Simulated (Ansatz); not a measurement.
# BrH₅SSi (built from SMILES S.[SiH3]Br): a reaction path by the nudged elastic band

Aim: the minimum-energy path between two given structures and its highest point. Both ends were relaxed at PBE0-D4 in triple zeta.

Computed with Ansatz 0.2.0, Gaussian basis. Level: PBE0-D4/def2-SVP.

22 further runs of the same task are left out: 22 set aside as unsound or not needed.

## 1. Where the work starts

The first end: 8 atoms, charge 0, spin multiplicity 1.

Atoms are counted from 1 here; the program's logs count them from 0.

Bond lengths: Si1–Br2 2.228 Å, Si1–H3 1.478 Å, Si1–H4 1.482 Å, Si1–H5 1.478 Å, H6–S7 1.342 Å, S7–H8 1.342 Å. Angles: Br2–Si1–H3 108.6°, Br2–Si1–H4 107.0°, Br2–Si1–H5 108.6°, H3–Si1–H4 110.5°, H3–Si1–H5 111.6°, H4–Si1–H5 110.5°, H6–S7–H8 92.0°.

Geometry (Å):

```xyz
8
charge 0, multiplicity 1
Si    0.1561   -0.0491   -1.4048
Br    2.0227    0.3167   -0.2454
H    -0.3837   -1.3717   -1.0242
H     0.5277   -0.0335   -2.8392
H    -0.8032    1.0360   -1.1078
H     0.0892   -0.7859    2.2249
S    -1.0971   -0.1597    2.2002
H    -0.5116    1.0473    2.1962
```

The second end:

```xyz
8
BrH5SSi
Si   -0.78121   -0.05303   -0.89575
Br    3.02351   -0.36673    1.04947
H    -0.75898   -1.45748   -1.36407
H     0.40448    0.68744   -1.38804
H    -2.02278    0.62577   -1.33984
H     1.59039   -0.35109    1.22765
S    -0.73909   -0.20622    1.25037
H    -0.71621    1.12134    1.46010
```

## 2. The band at PBE0-D4/def2-SVP

Contents of neb/in.yaml:

```yaml
crystal:
  periodic: [false, false, false]
  atoms:
    - {symbol: Si, position_ang: [0.156149, -0.049083, -1.404799]}
    - {symbol: Br, position_ang: [2.022704, 0.316720, -0.245371]}
    - {symbol: H, position_ang: [-0.383708, -1.371695, -1.024226]}
    - {symbol: H, position_ang: [0.527715, -0.033542, -2.839172]}
    - {symbol: H, position_ang: [-0.803237, 1.035964, -1.107844]}
    - {symbol: H, position_ang: [0.089193, -0.785946, 2.224923]}
    - {symbol: S, position_ang: [-1.097111, -0.159718, 2.200215]}
    - {symbol: H, position_ang: [-0.511604, 1.047298, 2.196173]}
basis:
  gaussian: {orbitals: def2-SVP}
hamiltonian: {xc: pbe0, dispersion: d4}
neb:
  images: 5
  climbing: true
  max_iterations: 40
  initial_path: idpp
  final_atoms:
    - {symbol: Si, position_ang: [-0.781214, -0.053026, -0.895749]}
    - {symbol: Br, position_ang: [3.023509, -0.366725, 1.049475]}
    - {symbol: H, position_ang: [-0.758979, -1.457480, -1.364069]}
    - {symbol: H, position_ang: [0.404476, 0.687435, -1.388038]}
    - {symbol: H, position_ang: [-2.022784, 0.625773, -1.339843]}
    - {symbol: H, position_ang: [1.590387, -0.351094, 1.227651]}
    - {symbol: S, position_ang: [-0.739086, -0.206225, 1.250373]}
    - {symbol: H, position_ang: [-0.716208, 1.121340, 1.460099]}
```

Launch:

```bash
$ ansatz run in.yaml --threads 4 --pin off --events-out ev --progress --plain --max-ram 9574MiB
```

What does the calculation give? Wanted: from earlier runs: barrier over the separately found saddle, CCSD(T)/def2-TZVPP.

The runs gave:

```
                                                                       quantity                                                  value
                                                PBE0-D4/def2-SVP, 17 iterations  highest 134.8 kJ/mol (image 3), last end +23.7 kJ/mol
from earlier runs: barrier over the separately found saddle, CCSD(T)/def2-TZVPP                                           153.6 kJ/mol
```

What this shows: The highest image lies 134.8 kJ/mol above the first end, and it climbed, so it estimates the saddle. The ends are not quite minima at this level (largest force component 0.26 eV/Å), so the heights are unreliable: relaxing the first end would lower it and raise the barrier above it. The highest image is 18.8 kJ/mol below the CCSD(T) barrier in triple zeta, which comes from separate runs on the saddle.
